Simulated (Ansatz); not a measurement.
Runs of Ansatz 0.2.0 on HPbNO4. It takes space group P2_1 (No. 4, monoclinic). Conventional cell: a = 6.435 Å, b = 4.111 Å, c = 8.338 Å, α = 90.00°, β = 112.11°, γ = 90.00°. Around H (site symmetry 1) lie 1 O at 0.99 Å. Around Pb (site symmetry 1) lie 4 O at 2.40 to 2.69 Å. N (site symmetry 1) has 3 O at 1.25 to 1.29 Å as nearest neighbours. O (site symmetry 1) has 1 H at 0.99 Å as nearest neighbours. O (site symmetry 1) has 1 N at 1.25 Å as nearest neighbours. O (site symmetry 1) has 1 N at 1.26 Å as nearest neighbours. O (site symmetry 1) is surrounded by 1 N at 1.29 Å. The cell was built by a generator and needn't be a form met in nature.

```csv
task,level,cell,k mesh,points for each segment of the path,gap on the mesh (eV),pressure (GPa),relaxed volume (Å³/atom),largest force (eV/Å)
band structure,PBE,as given,5 × 7 × 4,10,3.30,0.0,-,0.01
band structure,BLYP,as given,5 × 7 × 4,10,(b),2.1,-,0.34
relaxation of cell and atoms,PBE,relaxed,4 × 5 × 3,-,3.30,0.0,14.59,0.01
relaxation of cell and atoms,BLYP,relaxed,4 × 5 × 3,-,3.30,0.0,(a),0.01
```

Alike in all rows: potentials or basis Ansatz PAW; no spin polarisation; cutoff (eV) 420; smearing fermi-dirac 0.05 eV.

Question: Fill in the values left out.

Answer: (a) 15.48; (b) 3.27.

Caveats: spin-orbit coupling is left out, which as a rule narrows the gap of such compounds by several tenths of an eV; the PAW data sets come from PBE, with cores solved anew for the run's functional, which leaves a small shift of forces and pressure (some runs); odd divisions of the mesh miss points on the zone boundary, where band edges often lie, so the gap on the mesh can be too wide (some runs); the plane-wave basis is chosen anew once the cell has moved, so the energies of steps on either side of that aren't comparable (some runs).

A k mesh can miss the band edges, and the runs leave out spin-orbit coupling on Pb.
